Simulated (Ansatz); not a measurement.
# AlH₅OSSi: shape, modes and thermochemistry

Aim: relax AlH₅OSSi from a cheap starting geometry, check the end point by its vibrations and derive ideal-gas thermochemistry, and look at its orbitals and charge.

The runs use Ansatz 0.2.0, Gaussian basis; RKS PBE0-D4/def2-TZVP.

The runs, in order: relaxation at PBE-D4/def2-SVP; relaxation at PBE0-D4/def2-TZVP; harmonic vibrations at the same level; a single point in def2-TZVPP for the fields.

### 1 The starting structure

SMILES `[AlH2][O][SiH2]S`, 9 atoms, charge 0, spin multiplicity 1.

Atoms are counted from 1 here; the program's logs count them from 0.

Bond lengths: Al1–O2 1.781 Å, Al1–H5 1.619 Å, Al1–H6 1.658 Å, O2–Si3 1.720 Å, Si3–S4 2.084 Å, Si3–H7 1.526 Å, Si3–H8 1.439 Å, S4–H9 1.402 Å. Angles: O2–Al1–H5 123.1°, O2–Al1–H6 120.2°, H5–Al1–H6 116.7°, Al1–O2–Si3 104.9°, O2–Si3–S4 110.4°, O2–Si3–H7 106.5°, O2–Si3–H8 111.6°, S4–Si3–H7 106.9°, S4–Si3–H8 114.6°, H7–Si3–H8 106.3°, Si3–S4–H9 97.4°.

As a file:

```csv
atom,x (Å),y (Å),z (Å)
Al1,-0.37180,1.24490,-1.23610
O2,0.94270,0.72820,-0.15160
Si3,0.54510,-0.88660,0.28740
S4,-0.84770,-0.89520,1.83740
H5,-0.32480,1.04150,-2.84110
H6,-1.71790,1.98940,-0.61820
H7,1.82310,-1.51340,0.83710
H8,0.17080,-1.67130,-0.85950
H9,-0.13100,-0.08380,2.72750
```

The start is a force-field geometry with small random shifts, so a cheaper pass at PBE-D4/def2-SVP comes first.

### 2 Relaxation at PBE-D4/def2-SVP (cheap first pass)

Contents of in.yaml:

```yaml
crystal:
  periodic: [false, false, false]
  atoms:
    - {symbol: Al, position_ang: [-0.371800, 1.244900, -1.236100]}
    - {symbol: O, position_ang: [0.942700, 0.728200, -0.151600]}
    - {symbol: Si, position_ang: [0.545100, -0.886600, 0.287400]}
    - {symbol: S, position_ang: [-0.847700, -0.895200, 1.837400]}
    - {symbol: H, position_ang: [-0.324800, 1.041500, -2.841100]}
    - {symbol: H, position_ang: [-1.717900, 1.989400, -0.618200]}
    - {symbol: H, position_ang: [1.823100, -1.513400, 0.837100]}
    - {symbol: H, position_ang: [0.170800, -1.671300, -0.859500]}
    - {symbol: H, position_ang: [-0.131000, -0.083800, 2.727500]}
basis:
  gaussian: {orbitals: def2-SVP}
hamiltonian: {xc: pbe, dispersion: d4}
relax: {f_tol: 0.03, max_steps: 200}
```

On the command line:

```sh
> ansatz run in.yaml --threads 2 --pin off --events-out ev --progress --plain --max-ram 4352MiB
```

Output, shortened:

```text
Functional definition: PBE
  name "PBE"
  cite "Perdew, Burke & Ernzerhof, Phys. Rev. Lett. 77, 3865 (1996) doi:10.1103/PhysRevLett.77.3865"
  parent pbe
[...]
1027 factors; their error is unknown
[...]
mean field -27415.93291000 eV, -1007.5169512557 hartree, gradient 5.5e-5 eV, S^2 0.000000; 0 other end points of the search recorded, 0 dependent functions left out
[...]
reference -27415.93295269 eV, -1007.5169528247 hartree; 28, 28 occupied and 65, 65 virtual orbitals, 1027 factors
relax step   1: F+E_penalty+E_count = -27416.15614947 eV  Δ(F+E_penalty+E_count) = +0.000e0 eV  max|allowed force component| = 3.140e0 eV/Å  Δτ_max = 0.0000 Å  (25 SCF iters, accepted)
[...]
relax step   5: F+E_penalty+E_count = -27416.75308486 eV  Δ(F+E_penalty+E_count) = -7.081e-2 eV  max|allowed force component| = 4.016e-1 eV/Å  Δτ_max = 0.1954 Å  (28 SCF iters, accepted)
[...]
relax step   9: F+E_penalty+E_count = -27416.84549432 eV  Δ(F+E_penalty+E_count) = +1.671e-3 eV  max|allowed force component| = 5.207e-1 eV/Å  Δτ_max = 0.0572 Å  (28 SCF iters, rejected (line search))
[...]
relax step  13: F+E_penalty+E_count = -27416.86080063 eV  Δ(F+E_penalty+E_count) = -9.073e-4 eV  max|allowed force component| = 7.283e-2 eV/Å  Δτ_max = 0.0195 Å  (29 SCF iters, accepted)
[...]
relax step  17: F+E_penalty+E_count = -27416.86315303 eV  Δ(F+E_penalty+E_count) = -3.860e-4 eV  max|allowed force component| = 4.889e-2 eV/Å  Δτ_max = 0.0179 Å  (27 SCF iters, accepted)
[...]
relax step  18: F+E_penalty+E_count = -27416.86365193 eV  Δ(F+E_penalty+E_count) = -4.989e-4 eV  max|allowed force component| = 2.292e-2 eV/Å  Δτ_max = 0.0365 Å  (27 SCF iters, accepted)
1027 factors; their error is unknown
mean field -27416.65390078 eV, -1007.5434471781 hartree, gradient 1.4e-5 eV, S^2 0.000000; 1 other end points of the search recorded, 0 dependent functions left out
[...]
reference -27416.65394337 eV, -1007.5434487434 hartree; 28, 28 occupied and 65, 65 virtual orbitals, 1027 factors
Total energy: -27416.86369453 eV, -1007.5511569562 hartree
Atom 0 at    -0.501213     1.441758    -1.381246 Å, force     0.004506     0.000646     0.001916 eV/Å
Atom 1 at     0.340225     0.058840    -0.789806 Å, force    -0.017347    -0.003698     0.006611 eV/Å
Atom 2 at     0.634454    -1.115886     0.348565 Å, force     0.019889     0.008974    -0.022916 eV/Å
Atom 3 at    -0.842741    -1.150774     1.927693 Å, force    -0.009380     0.003926     0.004352 eV/Å
Atom 4 at    -0.461112     1.673040    -2.955050 Å, force     0.000845    -0.002525     0.002719 eV/Å
Atom 5 at    -1.210900     2.413199    -0.335513 Å, force    -0.001447    -0.000355     0.002516 eV/Å
Atom 6 at     2.001499    -0.885083     0.924934 Å, force     0.002968    -0.007554     0.004938 eV/Å
Atom 7 at     0.524026    -2.477685    -0.269485 Å, force     0.002139    -0.003224     0.002507 eV/Å
Atom 8 at    -0.395737    -0.003709     2.512808 Å, force    -0.002173     0.003811    -0.002643 eV/Å
Dipole moment:     0.096941     0.209289    -0.014306 e Å
```

It took 28 s on 2 threads of Arm Neoverse V2, shared host.

The steps of the relaxation: (the energy doesn't fall at every step)

```csv
step,energy from step 1 (eV),largest force component (eV/Å)
1,0.0000,3.1398
2,-0.3263,1.1756
3,-0.4277,0.9550
4,-0.5261,0.4018
5,-0.5969,0.4016
6,-0.6567,0.2272
7,-0.6870,0.0692
8,-0.6910,0.2155
9,-0.6893,0.5207
10,-0.6996,0.1861
11,-0.7037,0.0206
12,-0.7037,0.1230
13,-0.7047,0.0728
14,-0.7051,0.0666
15,-0.7064,0.0490
16,-0.7066,0.0772
17,-0.7070,0.0489
18,-0.7075,0.0229
```

The force was under the threshold of 0.03 eV/Å already at step 11, but the program went on to step 18.

Distances of close pairs at the start and the end, largest changes first:

```csv
bond,before (Å),after (Å),change (Å)
Al1–Si3,2.776,3.290,+0.514
Si3–S4,2.084,2.163,+0.079
Al1–H6,1.658,1.594,-0.064
Si3–H8,1.439,1.500,+0.060
O2–Si3,1.720,1.662,-0.058
Al1–O2,1.781,1.723,-0.057
S4–H9,1.402,1.363,-0.038
Al1–H5,1.619,1.591,-0.027
```

### 3 Geometry optimisation, PBE0-D4/def2-TZVP

Contents of in.yaml:

```yaml
crystal:
  periodic: [false, false, false]
  atoms:
    - {symbol: Al, position_ang: [-0.501213, 1.441758, -1.381246]}
    - {symbol: O, position_ang: [0.340225, 0.058840, -0.789806]}
    - {symbol: Si, position_ang: [0.634454, -1.115886, 0.348565]}
    - {symbol: S, position_ang: [-0.842741, -1.150774, 1.927693]}
    - {symbol: H, position_ang: [-0.461112, 1.673040, -2.955050]}
    - {symbol: H, position_ang: [-1.210900, 2.413199, -0.335513]}
    - {symbol: H, position_ang: [2.001499, -0.885083, 0.924934]}
    - {symbol: H, position_ang: [0.524026, -2.477685, -0.269485]}
    - {symbol: H, position_ang: [-0.395737, -0.003709, 2.512808]}
basis:
  gaussian: {orbitals: def2-TZVP}
hamiltonian: {xc: pbe0, dispersion: d4}
relax: {f_tol: 0.005, max_steps: 150}
```

Launched as before.

Output, shortened:

```text
Functional definition: PBE0
  name "PBE0"
  cite "Adamo & Barone, J. Chem. Phys. 110, 6158 (1999) doi:10.1063/1.478522"
  cite "Perdew, Burke & Ernzerhof, Phys. Rev. Lett. 77, 3865 (1996) doi:10.1103/PhysRevLett.77.3865"
  parent pbe
[...]
1189 factors; their error is unknown
[...]
mean field -27430.72354142 eV, -1008.0604969349 hartree, gradient 6.0e-5 eV, S^2 0.000000; 0 other end points of the search recorded, 0 dependent functions left out
[...]
reference -27430.72357876 eV, -1008.0604983071 hartree; 28, 28 occupied and 144, 144 virtual orbitals, 1189 factors
relax step   1: F+E_penalty+E_count = -27430.90357039 eV  Δ(F+E_penalty+E_count) = +0.000e0 eV  max|allowed force component| = 6.828e-1 eV/Å  Δτ_max = 0.0000 Å  (26 SCF iters, accepted)
[...]
Total energy: -27430.96696158 eV, -1008.0694424607 hartree
Atom 0 at    -0.479457     1.427332    -1.363964 Å, force     0.001320    -0.001661    -0.004800 eV/Å
Atom 1 at     0.297179     0.052807    -0.759031 Å, force     0.001606     0.001367    -0.000368 eV/Å
Atom 2 at     0.624840    -1.090175     0.340849 Å, force    -0.004753     0.000188     0.000672 eV/Å
Atom 3 at    -0.839350    -1.196348     1.894461 Å, force     0.000646    -0.002304    -0.001958 eV/Å
Atom 4 at    -0.559889     1.575878    -2.932245 Å, force    -0.000458    -0.000787     0.004447 eV/Å
Atom 5 at    -1.037786     2.487471    -0.335063 Å, force    -0.000901     0.001122     0.000549 eV/Å
Atom 6 at     1.955926    -0.816686     0.934560 Å, force     0.001536     0.000260     0.000966 eV/Å
Atom 7 at     0.581505    -2.434421    -0.281460 Å, force    -0.000195     0.000345    -0.000152 eV/Å
Atom 8 at    -0.454467    -0.052158     2.484793 Å, force     0.001200     0.001471     0.000643 eV/Å
Dipole moment:     0.088790     0.245724    -0.074216 e Å
```

Run time: 70 s. Hardware: 2 threads of Arm Neoverse V2, shared host.

Relaxation path:

```csv
step,energy from step 1 (eV),largest force component (eV/Å)
1,0.0000,0.6828
2,-0.0487,0.5071
3,-0.0611,0.0765
4,-0.0611,0.0684
5,-0.0625,0.0151
6,-0.0625,0.0171
7,-0.0628,0.0177
8,-0.0630,0.0089
9,-0.0627,0.0484
10,-0.0631,0.0043
11,-0.0631,0.0072
12,-0.0632,0.0090
13,-0.0633,0.0094
14,-0.0633,0.0076
15,-0.0633,0.0074
16,-0.0633,0.0173
17,-0.0633,0.0144
18,-0.0634,0.0048
```

The force was under the threshold of 0.005 eV/Å already at step 10, but the program went on to step 18.

Distances of close pairs at the start and the end, largest changes first:

```csv
bond,before (Å),after (Å),change (Å)
O2–Si3,1.662,1.620,-0.042
Al1–O2,1.723,1.691,-0.033
Si3–S4,2.163,2.137,-0.025
S4–H9,1.363,1.344,-0.019
Si3–H7,1.501,1.483,-0.018
Si3–H8,1.500,1.482,-0.018
Al1–H6,1.594,1.579,-0.015
Al1–H5,1.591,1.577,-0.014
```

Mulliken charges at the end point, from the run's report:

```csv
atom,value (e)
Al1,0.38
O2,-0.33
Si3,0.33
S4,-0.33
H5,-0.09
H6,-0.09
H7,-0.03
H8,-0.03
H9,0.17
```

### 4 Force constants and modes

Contents of in.yaml:

```yaml
crystal:
  periodic: [false, false, false]
  atoms:
    - {symbol: Al, position_ang: [-0.479457, 1.427332, -1.363964]}
    - {symbol: O, position_ang: [0.297179, 0.052807, -0.759031]}
    - {symbol: Si, position_ang: [0.624840, -1.090175, 0.340849]}
    - {symbol: S, position_ang: [-0.839350, -1.196348, 1.894461]}
    - {symbol: H, position_ang: [-0.559889, 1.575878, -2.932245]}
    - {symbol: H, position_ang: [-1.037786, 2.487471, -0.335063]}
    - {symbol: H, position_ang: [1.955926, -0.816686, 0.934560]}
    - {symbol: H, position_ang: [0.581505, -2.434421, -0.281460]}
    - {symbol: H, position_ang: [-0.454467, -0.052158, 2.484793]}
basis:
  gaussian: {orbitals: def2-TZVP}
hamiltonian: {xc: pbe0, dispersion: d4}
phonons: {temperatures: {t_min: 298.15, t_max: 900, t_step: 200}}
```

Same command.

Output, shortened:

```text
Functional definition: PBE0
  name "PBE0"
  cite "Adamo & Barone, J. Chem. Phys. 110, 6158 (1999) doi:10.1063/1.478522"
  cite "Perdew, Burke & Ernzerhof, Phys. Rev. Lett. 77, 3865 (1996) doi:10.1103/PhysRevLett.77.3865"
  parent pbe
[...]
1189 factors; their error is unknown
[...]
mean field -27430.78535361 eV, -1008.0627684912 hartree, gradient 6.1e-5 eV, S^2 0.000000; 0 other end points of the search recorded, 0 dependent functions left out
[...]
reference -27430.78539094 eV, -1008.0627698627 hartree; 28, 28 occupied and 144, 144 virtual orbitals, 1189 factors
[...]
1189 factors; their error is unknown
mean field -27430.78531486 eV, -1008.0627670671 hartree, gradient 1.5e-6 eV, S^2 0.000000; 0 other end points of the search recorded, 0 dependent functions left out
[...]
reference -27430.78535218 eV, -1008.0627684385 hartree; 28, 28 occupied and 144, 144 virtual orbitals, 1189 factors
[...]
Atom 1 at     0.297179     0.052807    -0.759031 Å, force     0.001581     0.001352    -0.000363 eV/Å
Atom 2 at     0.624840    -1.090175     0.340849 Å, force    -0.004761     0.000184     0.000652 eV/Å
Atom 3 at    -0.839350    -1.196348     1.894461 Å, force     0.000649    -0.002294    -0.001951 eV/Å
Atom 4 at    -0.559889     1.575878    -2.932245 Å, force    -0.000459    -0.000789     0.004447 eV/Å
Atom 5 at    -1.037786     2.487471    -0.335063 Å, force    -0.000899     0.001122     0.000550 eV/Å
Atom 6 at     1.955926    -0.816686     0.934560 Å, force     0.001553     0.000267     0.000975 eV/Å
Atom 7 at     0.581505    -2.434421    -0.281460 Å, force    -0.000192     0.000356    -0.000149 eV/Å
Atom 8 at    -0.454467    -0.052158     2.484793 Å, force     0.001195     0.001456     0.000644 eV/Å
Dipole moment:     0.088791     0.245724    -0.074217 e Å
Vibrations: 37.94 66.67 85.93 208.65 265.43 489.91 522.37 548.91 589.81 620.88 745.86 788.11 800.65 902.85 952.19 1117.67 1950.08 1962.16 2234.42 2244.84 2709.77 cm⁻¹, zero-point energy 1.230238 eV
```

It took 2.3 min on 2 threads of Arm Neoverse V2, shared host.

Motions are named by where the mode's potential energy lies. Wavenumbers, unscaled:

```csv
mode,cm⁻¹,motion
1,38,bend
2,67,torsion
3,86,torsion
4,209,torsion
5,265,bend
6,490,Si–S stretch
7,522,bend with torsion
8,549,bend
9,590,Al–O and Si–O stretch
10,621,out-of-plane bend with torsion
11,746,bend
12,788,bend
13,801,bend
14,903,bend
15,952,bend with torsion
16,1118,Si–O and Al–O stretch
17,1950,Al–H stretch
18,1962,Al–H stretch
19,2234,Si–H stretch
20,2245,Si–H stretch
21,2710,S–H stretch
```

Ideal gas, rigid rotor and harmonic oscillator at 298.15 K and 1 bar, with symmetry number 1:

```csv
term,value
zero-point energy,118.7 kJ/mol
H(298) − E,141.1 kJ/mol
"entropy, translation",167.3 J/(mol K)
"entropy, rotation",114.7 J/(mol K)
"entropy, vibration",86.8 J/(mol K)
"entropy, total",368.8 J/(mol K)
```

### 5 Fields at the relaxed geometry

in.yaml, as its differences from that of step 4:

```diff
@@ -13,4 +13,4 @@
 basis:
-  gaussian: {orbitals: def2-TZVP}
+  gaussian: {orbitals: def2-TZVPP}
 hamiltonian: {xc: pbe0, dispersion: d4}
-phonons: {temperatures: {t_min: 298.15, t_max: 900, t_step: 200}}
+output: {orbitals: {seedname: orbitals}}
```

Same command.

Output:

```text
Functional definition: PBE0
  name "PBE0"
  cite "Adamo & Barone, J. Chem. Phys. 110, 6158 (1999) doi:10.1063/1.478522"
  cite "Perdew, Burke & Ernzerhof, Phys. Rev. Lett. 77, 3865 (1996) doi:10.1103/PhysRevLett.77.3865"
  parent pbe
  parameter a = 0.25
  parameter kappa = 0.804
  parameter beta = 0.06672455060314922
  exchange = (1 - a)*pbe_x(kappa = kappa, mu = beta*pi^2/3) + a*exact_x
  correlation = pbe_c(beta = beta)
1352 factors; their error is unknown
mean field evaluation 1: about -27425.0978 eV, gradient 5.9e1 eV
mean field evaluation 2: about -27406.7922 eV, gradient 1.1e2 eV
mean field evaluation 4: about -27430.7464 eV, gradient 4.1e0 eV
mean field evaluation 8: about -27430.7836 eV, gradient 4.4e-2 eV
mean field -27430.82297220 eV, -1008.0641509488 hartree, gradient 7.7e-5 eV, S^2 0.000000; 0 other end points of the search recorded, 0 dependent functions left out
reference -27430.82300928 eV, -1008.0641523115 hartree; 28, 28 occupied and 199, 199 virtual orbitals, 1352 factors
Total energy: -27431.00457939 eV, -1008.0708248898 hartree
```

Wall time 3.7 s (2 threads of Arm Neoverse V2, shared host); peak memory 0.55 GiB.

The fields below are evaluated on a grid from the run's orbitals.

Frontier orbitals at PBE0-D4/def2-TZVPP, with the share of their density that lies nearest to each atom:

```csv
orbital,energy (eV),lies on
HOMO-1,-8.42,"H5, H6 about 31 % each; O2 17 %; S4 7 %"
HOMO,-7.59,S4 78 %; H9 10 %
LUMO,-1.25,"Al1 48 %; H5, H6 about 20 % each; O2 9 %"
```

ELF in a plane through or near 5 of the atoms.

Ten even steps from '0' (0.00) to '9' (1.00):
```
0000000000000000000000000000
0000000000000000000000000000
0000000011000000000000000000
0000003788610000354200000000
0000039999950002798610000000
0000079999970004999741000000
0000059999970003799754310000
0000027999830001467776520000
0000002311112102566777520000
0001454077146542577766410000
0028999456276781632321000000
0049999930484782551100000000
0039999971488871224300000000
0018999960257531588620000000
0002799820012002899830000000
0000134200000001798720000000
0000000000000000366300000000
0000000000000000010000000000
0000000000000000000000000000
0000000000000000000000000000
```
The map spans 11.7 Å across and 9.0 Å up, centred on the molecule. Atoms in the plane (x, y in Å): Al1 (-2.0, 0.1), O2 (-0.5, -0.6), Si3 (1.1, -0.6), H6 (-2.2, 1.6), H9 (1.7, 1.9).

On the surface of density 0.002 e/bohr³ the electrostatic potential runs, from the 1st to the 99th percentile, from -0.65 V near S4 to 3.45 V near Al1.

### 6 Outcome

| quantity | value |
| --- | --- |
| point group | C1 |
| steps | 18 + 18 |
| shift from the start (rms) | 0.695 Å |
| total energy | -27430.9670 eV |
| dispersion term | -182 meV |
| dipole moment | 1.30 D |
| lowest, highest wavenumber | 38, 2710 cm⁻¹ |
| zero-point energy | 118.7 kJ/mol |
| entropy at 298.15 K | 368.8 J/(mol K) |
| HOMO, LUMO | -7.59, -1.25 eV |

What this shows: The atoms moved 0.70 Å (rms) from the start; the bond that changed most is O2–Si3, from 1.720 to 1.620 Å. All wavenumbers are real, so the end point is a minimum. The stiffest mode, 2710 cm⁻¹, is an S–H stretch, and 3 modes under 200 cm⁻¹ make the vibrational entropy uncertain. Harmonic hybrid wavenumbers usually lie a few per cent above measured fundamentals. The largest Mulliken charge, +0.38 e, sits on Al1. The HOMO lies mostly on S4 78 %; H9 10 % and the LUMO on Al1 48 %; H5, H6 about 20 % each.
